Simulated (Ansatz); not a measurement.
**C₂H₄OSTe: one species, many methods**

Aim: compute C₂H₄OSTe with functionals from several rungs and with coupled cluster, and see how far each lands from CCSD(T) at the basis-set limit for the atomisation energy.

Computed with Ansatz 0.2.0, Gaussian basis. Level: functionals in def2-TZVPP, the program's frozen cores in correlated methods.

The runs, in order: LDA (SPW92), PBE-D4, revPBE-D4, BLYP-D4, r2SCAN-D4, B97M-V, PBE0-D4, B3LYP-D4, r2SCANh-D4, r2SCAN0-D4, HSE06-D4, BHLYP-D4, CAM-B3LYP-D4, LC-ωPBE, ωB97X-V, ωB97M-V, B2PLYP, PBE-QIDH; CCSD(T)/def2-SVP; CCSD(T)/def2-TZVPP; MP2/def2-QZVPP; extrapolation to the limit; RPA on PBE.

## (1) The relaxed structure

All runs share one geometry, relaxed beforehand with PBE0-D4 in a triple-zeta def2 set. Te takes the def2 core potential; no spin-orbit term is included.

SMILES `O=C[Te]CS`, 9 atoms, charge 0, spin multiplicity 1.

Atoms are counted from 1 here; the program's logs count them from 0.

Bond lengths: O1–C2 1.192 Å, C2–Te3 2.138 Å, C2–H6 1.106 Å, Te3–C4 2.133 Å, C4–S5 1.802 Å, C4–H7 1.088 Å, C4–H8 1.091 Å, S5–H9 1.347 Å. Angles: O1–C2–Te3 124.3°, O1–C2–H6 123.0°, Te3–C2–H6 112.7°, C2–Te3–C4 91.7°, Te3–C4–S5 109.6°, Te3–C4–H7 107.7°, Te3–C4–H8 103.9°, S5–C4–H7 112.1°, S5–C4–H8 112.0°, H7–C4–H8 111.1°, C4–S5–H9 96.8°.

## (2) LDA

This LDA is Slater exchange with PW92 correlation.

in.yaml reads:

```yaml
crystal:
  periodic: [false, false, false]
  atoms:
    - {symbol: O, position_ang: [0.619199, 1.942191, 0.702771]}
    - {symbol: C, position_ang: [0.175168, 1.306918, 1.608184]}
    - {symbol: Te, position_ang: [-0.347587, -0.762120, 1.484707]}
    - {symbol: C, position_ang: [0.169932, -0.835654, -0.583240]}
    - {symbol: S, position_ang: [-1.330498, -0.863693, -1.580505]}
    - {symbol: H, position_ang: [-0.005396, 1.734100, 2.612636]}
    - {symbol: H, position_ang: [0.782118, -1.721089, -0.739744]}
    - {symbol: H, position_ang: [0.749484, 0.075338, -0.740738]}
    - {symbol: H, position_ang: [-0.723921, -0.922291, -2.781270]}
basis:
  gaussian: {orbitals: def2-TZVPP}
hamiltonian: {xc: lda}
output: {orbitals: {seedname: orbitals}}
```

Started as:

```sh
$ ansatz run in.yaml --threads 4 --pin off --events-out ev --progress --plain --max-ram 10444MiB
```

The runs that follow: PBE-D4 (GGA); revPBE-D4 (GGA); BLYP-D4 (GGA); r2SCAN-D4 (meta-GGA); B97M-V (meta-GGA); B3LYP-D4 (hybrid); r2SCANh-D4 (hybrid); r2SCAN0-D4 (hybrid); HSE06-D4 (hybrid); BHLYP-D4 (hybrid); CAM-B3LYP-D4 (range-separated); LC-ωPBE (range-separated); ωB97X-V (range-separated); ωB97M-V (range-separated); B2PLYP (double hybrid); PBE-QIDH (double hybrid); CCSD(T) in def2-SVP; CCSD(T) in def2-TZVPP; MP2 in def2-QZVPP; RPA on PBE orbitals.

Before running them: what should the planned runs give, taken together? Wanted: atomisation energy, CCSD(T)/CBS; farthest beyond LDA; mean size of error, GGA; mean size of error, meta-GGA; mean size of error, hybrid; mean size of error, range-separated; mean size of error, double hybrid; gap, smallest and largest; T1 diagnostic.

As calculated:

| quantity | value |
| --- | --- |
| atomisation energy, CCSD(T)/CBS | 32.965 eV |
| functionals within 0.330 eV (1.0 %) | revPBE-D4, BLYP-D4, r2SCAN-D4, B97M-V, PBE0-D4, B3LYP-D4, r2SCANh-D4, HSE06-D4, CAM-B3LYP-D4, ωB97X-V, ωB97M-V |
| farthest beyond LDA | BHLYP-D4 (-1.763 eV) |
| mean size of error, GGA | 0.600 eV |
| mean size of error, meta-GGA | 0.041 eV |
| mean size of error, hybrid | 0.549 eV |
| mean size of error, range-separated | 0.293 eV |
| mean size of error, double hybrid | 0.520 eV |
| gap, smallest and largest | 3.31 eV (LDA (SPW92)), 10.10 eV (LC-ωPBE) |
| T1 diagnostic | 0.0155 |
| triples share of the correlation energy | 3.9 % |

In words: The LDA atomisation energy is off by 5.980 eV (18 %): it overbinds. PBE-D4 misses by +1.273 eV. Double hybrids carry the basis error of their MP2 part in triple zeta, and no dispersion term here, so their miss is partly the set-up's. The rungs meta-GGA, range-separated miss on average by less than the doubt on the reference (0.330 eV), so they tie. The reference freezes the cores and leaves out spin-orbit coupling and excitations past (T), and its outer-core shells are covered unevenly, so misses under about 0.330 eV can't be ranked. All levels share the lack of spin-orbit coupling, which lowers the free heavy atoms and so the true binding. Hartree-Fock recovers 65 % of the binding; the rest is correlation. CCSD(T) in def2-SVP is off by -2.537 eV, which most functionals beat. The gap grows from 3.3 to 10.1 eV across the functionals, mostly with the share of exact exchange. Correlated methods include outer-core shells of Te, which these sets cover unevenly.
